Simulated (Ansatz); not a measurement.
# CH3F2InO: how energies converge with the basis set

The task here is to estimate one member of a computed series from the others.

Computed with Ansatz 0.2.0, Gaussian basis. Level: one geometry, several basis sets.

Levels to be run: PBE0-D4/def2-SVP; ωB97M-V/def2-SVP; PBE0-D4/def2-QZVPP; ωB97M-V/def2-QZVPP; the functionals' def2-TZVPP values are taken from earlier runs.

## The relaxed structure

An earlier PBE0-D4 in a triple-zeta def2 set relaxation fixed the geometry. In takes the def2 core potential; no spin-orbit term is included.

SMILES `C[O][In]([F])[F]`, 8 atoms, charge 0, spin multiplicity 1.

Atoms are counted from 1 here; the program's logs count them from 0.

Bond lengths: C1–O2 1.414 Å, C1–H6 1.094 Å, C1–H7 1.096 Å, C1–H8 1.096 Å, O2–In3 1.954 Å, In3–F4 1.936 Å, In3–F5 1.924 Å. Angles: O2–C1–H6 107.1°, O2–C1–H7 112.6°, O2–C1–H8 112.6°, H6–C1–H7 108.1°, H6–C1–H8 108.1°, H7–C1–H8 108.2°, C1–O2–In3 121.6°, O2–In3–F4 121.6°, O2–In3–F5 123.3°, F4–In3–F5 115.1°.

Set-up of the first run:

The input, in.yaml:

```yaml
crystal:
  periodic: [false, false, false]
  atoms:
    - {symbol: C, position_ang: [-0.370943, -0.710914, 1.103589]}
    - {symbol: O, position_ang: [0.381278, 0.418477, 0.704406]}
    - {symbol: In, position_ang: [0.524741, 0.940224, -1.172880]}
    - {symbol: F, position_ang: [-0.354659, -0.064442, -2.575264]}
    - {symbol: F, position_ang: [1.533143, 2.465417, -1.771422]}
    - {symbol: H, position_ang: [-0.291245, -0.781907, 2.191884]}
    - {symbol: H, position_ang: [0.009810, -1.643927, 0.673758]}
    - {symbol: H, position_ang: [-1.432125, -0.622919, 0.845938]}
basis:
  gaussian: {orbitals: def2-SVP}
hamiltonian: {xc: pbe0, dispersion: d4}
output: {orbitals: {seedname: orbitals}}
```

Among the steps run: PBE0-D4 in def2-SVP; ωB97M-V in def2-SVP; PBE0-D4 in def2-QZVPP; ωB97M-V in def2-QZVPP.

One of the session's tables, all rows but one given; the rest of the session is left out.

It belongs to the step «Functionals by basis». 

```
functional       basis  HOMO (eV)  LUMO (eV)
   PBE0-D4    def2-SVP          ?          ?
   PBE0-D4  def2-TZVPP      -8.52      -2.78
   PBE0-D4  def2-QZVPP      -8.55      -2.83
   ωB97M-V    def2-SVP     -10.73      -0.55
   ωB97M-V  def2-TZVPP     -10.92      -0.80
   ωB97M-V  def2-QZVPP     -10.95      -0.96
```

Q: Estimate the row for PBE0-D4, def2-SVP from the others.

**Answer.** HOMO (eV): -8.35; LUMO (eV): -2.60. In the column «HOMO (eV)» it is the highest.
